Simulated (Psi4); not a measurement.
**SCAN/def2-TZVP (core potential, sweep point 4) run of [SnH3]− (SMILES [H][Sn-]([H])[H])**

Aim: the vertical ionisation energy of [SnH3]− at SCAN/def2-TZVP (core potential, sweep point 4), from 2 runs. 

The results are computed with Psi4 1.11.

4 further runs of the same task are left out: 4 set aside as unsound or not needed.

### Step 1. The molecule

[SnH3]−: 4 atoms, total charge -1, spin state singlet. SMILES: `[H][Sn-]([H])[H]`. The shape comes from GFN2-xTB, which is rough for such elements, and wasn't checked as a minimum.

Bond lengths: Sn1–H2 1.948 Å, Sn1–H3 1.948 Å, Sn1–H4 1.949 Å. Angles: H2–Sn1–H3 93.3°, H2–Sn1–H4 93.4°, H3–Sn1–H4 93.5°.

### Step 2. A single-point energy at SCAN/def2-TZVP (core potential, sweep point 4)

The input, input.in:

```
memory 1600 mb

molecule {
  -1 1
  Sn    -0.01205645     0.01082813     1.49603948
  H      3.09497455    -0.06349480    -0.47554958
  H     -1.48694990     2.70705157    -0.52989810
  H     -1.59594930    -2.65438490    -0.49059180
  units au
  symmetry c1
}

set globals {
  basis def2-TZVP
  puream true
  scf_type pk
  dft_radial_points 50
  dft_spherical_points 194
}

energy("scan")
```

The run is started by

```sh
$ psi4 -n 1 input.in input.out
```

input.out:

```text
[...]
    !!!  WARNING: ECP capability is in beta. Please check occupations closely.  !!!
[...]
  Running in c1 symmetry.
[...]
  Nuclear repulsion =   18.488599683521318
[...]
  Multiplicity = 1
[...]
  Nalpha       = 13
  Nbeta        = 13
[...]
    Number of basis functions: 68
[...]
 WARNING: Atomic UHF is not converging! Try casting from a smaller basis or call Rob at CCMST.
   -------------------------
[...]
   @RKS iter   1:  -215.82236491434361   -1.02670e+00   1.16002e-02 DIIS/ADIIS
[...]
   @RKS iter   8:  -216.16822476306635   -8.52900e-08   6.29893e-07 DIIS
[...]
    Orbital Energies [Eh]
    ---------------------
    Doubly Occupied:
       1A     -4.805054     2A     -3.142523     3A     -3.142511
       4A     -3.139196     5A     -0.724756     6A     -0.724752
       7A     -0.721742     8A     -0.721716     9A     -0.720213
      10A     -0.226901    11A     -0.059403    12A     -0.059259
      13A      0.001830
[...]
  @RKS Final Energy:  -216.16822476306635
   => Energetics <=
    Nuclear Repulsion Energy =             18.4885996835213184
    One-Electron Energy =                -420.8123181006307050
    Two-Electron Energy =                 205.4489406978360080
    DFT Exchange-Correlation Energy =     -19.2934470437929733
    Empirical Dispersion Energy =           0.0000000000000000
    VV10 Nonlocal Energy =                  0.0000000000000000
    Total Energy =                       -216.1682247630663483
[...]
 Multipole Moments:
 ------------------------------------------------------------------------------------
     Multipole            Electronic (a.u.)      Nuclear  (a.u.)        Total (a.u.)
 ------------------------------------------------------------------------------------
 L = 1.  Multiply by 2.5417464519 to convert [e a0] to [Debye]
 Dipole X            :         -0.0454441            0.0383562           -0.0070879
 Dipole Y            :          0.0417011           -0.0344349            0.0072662
 Dipole Z            :          5.7209802           -4.7576070            0.9633732
 Magnitude           :                                                    0.9634267
[...]
```

It took 2.8 s on 1 thread of Intel Xeon 6975P-C (Granite Rapids), shared host; peak memory 0.42 GiB.

### Step 3. Doublet neutral SnH3 at the same level

The input, h3sn.dat:

```
memory 1.6 GB

molecule {
  0 2
  Sn    -0.01205645     0.01082813     1.49603948
  H      3.09497455    -0.06349480    -0.47554958
  H     -1.48694990     2.70705157    -0.52989810
  H     -1.59594930    -2.65438490    -0.49059180
  units au
  symmetry c1
}

set reference uks
set puream true
set scf_type pk
set dft_radial_points 50
set dft_spherical_points 194
set maxiter 150

e_tot, wfn = energy("scan/def2-TZVP", return_wfn=True)
```

The run is started by

```sh
$ psi4 -n 1 h3sn.dat h3sn.out
```

h3sn.out:

```text
[...]
    !!!  WARNING: ECP capability is in beta. Please check occupations closely.  !!!
[...]
  Running in c1 symmetry.
[...]
  Nuclear repulsion =   18.488599683521318
[...]
  Multiplicity = 2
[...]
  Nalpha       = 13
  Nbeta        = 12
[...]
    Number of basis functions: 68
[...]
 WARNING: Atomic UHF is not converging! Try casting from a smaller basis or call Rob at CCMST.
   -------------------------
[...]
   @UKS iter   1:  -215.88035333414823   -1.08468e+00   9.63028e-03 DIIS/ADIIS
[...]
   @UKS iter  10:  -216.07440967849442   -2.76318e-08   3.07600e-07 DIIS
[...]
   @S^2 Observed:                7.553386484E-01
[...]
    Orbital Energies [Eh]
    ---------------------
    Alpha Occupied:
       1A     -5.055508     2A     -3.394249     3A     -3.390990
       4A     -3.390981     5A     -0.975476     6A     -0.975455
       7A     -0.975345     8A     -0.971350     9A     -0.971325
      10A     -0.464909    11A     -0.281661    12A     -0.281451
      13A     -0.244911
    Alpha Virtual:
      14A     -0.039655    15A     -0.039523    16A     -0.006427
      17A      0.109962    18A      0.110085    19A      0.114818
      20A      0.141709    21A      0.149406    22A      0.149464
      23A      0.252822    24A      0.286569    25A      0.286666
[...]
  @UKS Final Energy:  -216.07440967849442
   => Energetics <=
    Nuclear Repulsion Energy =             18.4885996835213184
    One-Electron Energy =                -414.7140693491006687
    Two-Electron Energy =                 199.2251156202213735
    DFT Exchange-Correlation Energy =     -19.0740556331364459
    Empirical Dispersion Energy =           0.0000000000000000
    VV10 Nonlocal Energy =                  0.0000000000000000
    Total Energy =                       -216.0744096784944190
[...]
 Multipole Moments:
 ------------------------------------------------------------------------------------
     Multipole            Electronic (a.u.)      Nuclear  (a.u.)        Total (a.u.)
 ------------------------------------------------------------------------------------
 L = 1.  Multiply by 2.5417464519 to convert [e a0] to [Debye]
 Dipole X            :         -0.0436386            0.0383562           -0.0052824
 Dipole Y            :          0.0402631           -0.0344349            0.0058282
 Dipole Z            :          5.4421430           -4.7576070            0.6845360
 Magnitude           :                                                    0.6845812
[...]
```

Wall time 4.2 s (1 thread of Intel Xeon 6975P-C (Granite Rapids), shared host); peak memory 0.42 GiB.

### Step 4. Outcome

At SCAN/def2-TZVP (core potential, sweep point 4):

| quantity | value |
| --- | --- |
| singlet [SnH3]−: total energy | -216.16822 Eh |
| singlet [SnH3]−: HOMO energy | 0.05 eV |
| singlet [SnH3]−: LUMO energy | 4.57 eV |
| singlet [SnH3]−: HOMO–LUMO gap (to an unbound level, set by the basis) | 4.52 eV |
| doublet neutral SnH3: total energy | -216.07441 Eh |
| doublet neutral SnH3: dipole moment | 1.74 D |
| doublet neutral SnH3: HOMO energy (highest over α and β) | -6.66 eV |
| doublet neutral SnH3: LUMO energy (lowest over α and β) | -5.08 eV |
| doublet neutral SnH3: ⟨S²⟩ | 0.755 |
| vertical detachment energy (to the doublet neutral) | 2.553 eV |

What this shows: The vertical ionisation energy comes to 2.55 eV (59 kcal/mol). −ε(HOMO) before ionisation, -0.05 eV, is 2.60 eV below this ionisation energy. The HOMO (singlet [SnH3]−) lies at positive energy, 0.05 eV, as semi-local functionals often give for anions; only total energies tell whether the electron is bound.
